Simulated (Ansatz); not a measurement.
**CH₄AlClIN: one species, many methods**

One table from this session's results is given with a row withheld; the runs are named, their logs left out.

Method: functionals in def2-TZVPP, the program's frozen cores in correlated methods; program: Ansatz 0.2.0, Gaussian basis.

Levels to be run: LDA (SPW92), PBE-D4, revPBE-D4, BLYP-D4, r2SCAN-D4, B97M-V, PBE0-D4, B3LYP-D4, r2SCANh-D4, r2SCAN0-D4, HSE06-D4, BHLYP-D4, CAM-B3LYP-D4, LC-ωPBE, ωB97X-V, ωB97M-V, B2PLYP, PBE-QIDH; CCSD(T)/def2-SVP; CCSD(T)/def2-TZVPP; MP2/def2-QZVPP; extrapolation to the limit; RPA on PBE.

**The geometry**

All runs share one geometry, relaxed beforehand with PBE0-D4 in a triple-zeta def2 set. I takes the def2 core potential; no spin-orbit term is included.

SMILES `N[CH2][Al]([Cl])[I]`, 9 atoms, charge 0, spin multiplicity 1.

Atoms are counted from 1 here; the program's logs count them from 0.

Bond lengths: N1–C2 1.461 Å, N1–H6 1.012 Å, N1–H7 1.012 Å, C2–Al3 1.972 Å, C2–H8 1.096 Å, C2–H9 1.096 Å, Al3–Cl4 2.096 Å, Al3–I5 2.474 Å. Angles: C2–N1–H6 111.0°, C2–N1–H7 111.0°, H6–N1–H7 106.0°, N1–C2–Al3 117.4°, N1–C2–H8 109.1°, N1–C2–H9 109.1°, Al3–C2–H8 108.2°, Al3–C2–H9 108.2°, H8–C2–H9 104.0°, C2–Al3–Cl4 123.4°, C2–Al3–I5 118.4°, Cl4–Al3–I5 118.2°.

Geometry (Å):

```
N     0.5852    0.4416    1.3998
C    -0.0699   -0.5783    0.5846
Al   -0.4108   -0.1454   -1.3085
Cl   -1.3368   -1.4676   -2.6448
I     0.2878    2.0726   -2.1526
H     0.0470    1.2989    1.4108
H     1.4902    0.6856    1.0176
H    -1.0232   -0.8519    1.0510
H     0.5190   -1.5017    0.6249
```

The first run:

Contents of in.yaml:

```yaml
crystal:
  periodic: [false, false, false]
  atoms:
    - {symbol: N, position_ang: [0.585207, 0.441565, 1.399796]}
    - {symbol: C, position_ang: [-0.069908, -0.578292, 0.584633]}
    - {symbol: Al, position_ang: [-0.410792, -0.145364, -1.308486]}
    - {symbol: Cl, position_ang: [-1.336803, -1.467641, -2.644761]}
    - {symbol: I, position_ang: [0.287846, 2.072598, -2.152567]}
    - {symbol: H, position_ang: [0.047010, 1.298858, 1.410798]}
    - {symbol: H, position_ang: [1.490227, 0.685580, 1.017584]}
    - {symbol: H, position_ang: [-1.023246, -0.851907, 1.051039]}
    - {symbol: H, position_ang: [0.518959, -1.501695, 0.624864]}
basis:
  gaussian: {orbitals: def2-TZVPP}
hamiltonian: {xc: lda}
output: {orbitals: {seedname: orbitals}}
```

The run is started by

```
> ansatz run in.yaml --threads 4 --pin off --events-out ev --progress --plain --max-ram 10444MiB
```

Steps of the session up to this table: LDA; PBE-D4 (GGA); revPBE-D4 (GGA); BLYP-D4 (GGA); r2SCAN-D4 (meta-GGA); B97M-V (meta-GGA); B3LYP-D4 (hybrid); r2SCANh-D4 (hybrid); r2SCAN0-D4 (hybrid); HSE06-D4 (hybrid); BHLYP-D4 (hybrid); CAM-B3LYP-D4 (range-separated); LC-ωPBE (range-separated); ωB97X-V (range-separated); ωB97M-V (range-separated); B2PLYP (double hybrid); PBE-QIDH (double hybrid).

One table of the session follows, with a row left open; its other results are not shown here.

It belongs to the step «Frontier levels by functional». 

| functional | HOMO (eV) | LUMO (eV) | gap (eV) |
| --- | --- | --- | --- |
| LDA (SPW92) | -5.50 | -2.30 | 3.19 |
| PBE-D4 | ? | ? | ? |
| revPBE-D4 | -5.27 | -1.94 | 3.32 |
| BLYP-D4 | -5.21 | -1.90 | 3.31 |
| r2SCAN-D4 | -5.54 | -1.80 | 3.74 |
| B97M-V | -5.63 | -1.83 | 3.80 |
| PBE0-D4 | -6.62 | -1.33 | 5.29 |
| B3LYP-D4 | -6.41 | -1.50 | 4.91 |
| r2SCANh-D4 | -6.03 | -1.55 | 4.48 |
| r2SCAN0-D4 | -6.78 | -1.19 | 5.60 |
| HSE06-D4 | -6.23 | -1.70 | 4.53 |
| BHLYP-D4 | -7.86 | -0.53 | 7.33 |
| CAM-B3LYP-D4 | -7.98 | -0.37 | 7.62 |
| LC-ωPBE | -9.31 | 0.66 | 9.97 |
| ωB97X-V | -8.96 | 0.56 | 9.53 |
| ωB97M-V | -8.87 | 0.33 | 9.20 |

**Question.** Estimate the row for PBE-D4.

The run gave: HOMO (eV): -5.33; LUMO (eV): -2.05; gap (eV): 3.28. In the column «HOMO (eV)» it lies between LDA (SPW92) (-5.50) and revPBE-D4 (-5.27).
